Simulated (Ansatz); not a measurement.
The system is BiTe.

```
CELL_PARAMETERS angstrom
2.42271 1.39875 3.31729
-2.42271 1.39875 3.31729
0.00000 -2.79750 3.31729
ATOMIC_POSITIONS crystal
Bi 0.50000 0.50000 0.50000
Te 0.00000 0.00000 0.00000
```

The cell comes from a database or a generator and needn't be the stable form of this composition.

- Program: Ansatz 0.2.0
- Task: relaxation of cell and atoms
- Functional: RPBE
- Dispersion: D3(BJ)
- Potentials or basis: Ansatz PAW
- Cutoff: 420 eV (not typed: the program's choice for these potentials)
- k mesh: 7 × 7 × 7
- Occupations: fermi-dirac, width 0.05 eV
- Spin: no spin polarisation

At the start: volume 33.72 Å³/atom.

Task: Where does the relaxation end?

Result: It ends after 13 steps and the volume is 21.81 Å³/atom (-35.3 %); space group Pm-3m (No. 221, to 0.05 Å).

The path:
| step | energy change (eV) | largest force (eV/Å) | volume (Å³) |
| --- | --- | --- | --- |
| 1 | 0.0000 | 0.0000 | 67.45 |
| 2 | -0.6991 | 0.0000 | 58.18 |
| 3 | -0.9442 | 0.0000 | 52.41 |
| 4 | -1.0663 | 0.0000 | 50.25 |
| 5 | -1.2044 | 0.0000 | 48.66 |
| 6 | -1.3775 | 0.0000 | 47.07 |
| 7 | -1.5705 | 0.0000 | 45.35 |
| 8 | -1.7241 | 0.0000 | 43.19 |
| 9 | -1.8297 | 0.0000 | 42.68 |
| 10 | -1.8394 | 0.0000 | 43.77 |
| 11 | -1.8406 | 0.0000 | 43.64 |
| 12 | -1.8407 | 0.0000 | 43.61 |
| 13 | -1.8391 | 0.0000 | 43.61 |

Final structure:
```
Bi Te
1.0
     2.48891    1.43697    2.03244
    -2.48891    1.43697    2.03244
     0.00000   -2.87395    2.03244
Bi Te
1 1
Direct
  0.50000 0.50000 0.50000
  0.00000 0.00000 0.00000
```

Caveat: the volume moved by over 15 % at a fixed basis, so the end points are rough; the plane-wave basis is chosen anew once the cell has moved, so the energies of steps on either side of that aren't comparable; pairwise dispersion overbinds metals, which lowers pressure and volume; the PAW data sets come from PBE, with cores solved anew for the run's functional, which leaves a small shift of forces and pressure.
